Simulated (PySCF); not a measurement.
Cl2AlBr, in a box:

```
Cl Al Br
1.0
    12.00000    0.00000    0.00000
     0.00000   12.00000    0.00000
     0.00000    0.00000   13.00000
Cl Al Br
2 1 1
Direct
  0.49562 0.55030 0.63845
  0.59071 0.37319 0.42718
  0.49921 0.51656 0.47870
  0.40854 0.62691 0.36742
```

The cell isn't the ideal one: atoms moved at random, drawn with an rms of 0.05 Å.

Base run:

| Property | Result |
| --- | --- |
| Program | PySCF 2.14.0 |
| Functional | B3LYP |
| Potentials or basis | 6-31g* (all-electron) |
| k mesh | 1 × 1 × 1 |
| Occupations | fixed |
| Spin | no spin polarisation |

Its results: gap between the frontier levels 6.67 eV.

The run is repeated on the same cell with these changes: functional from B3LYP to WC. What comes out?

Gap between the frontier levels 5.02 eV.

B3LYP gives the wider gap, since exact exchange removes part of the self-interaction.

Caveats: this is a molecule in a periodic box at the Γ point, so its band gap is the HOMO-LUMO gap; relativity is left out, which matters for the heavier elements; the basis of atomic orbitals isn't converged, which shifts pressures, moduli and gaps.

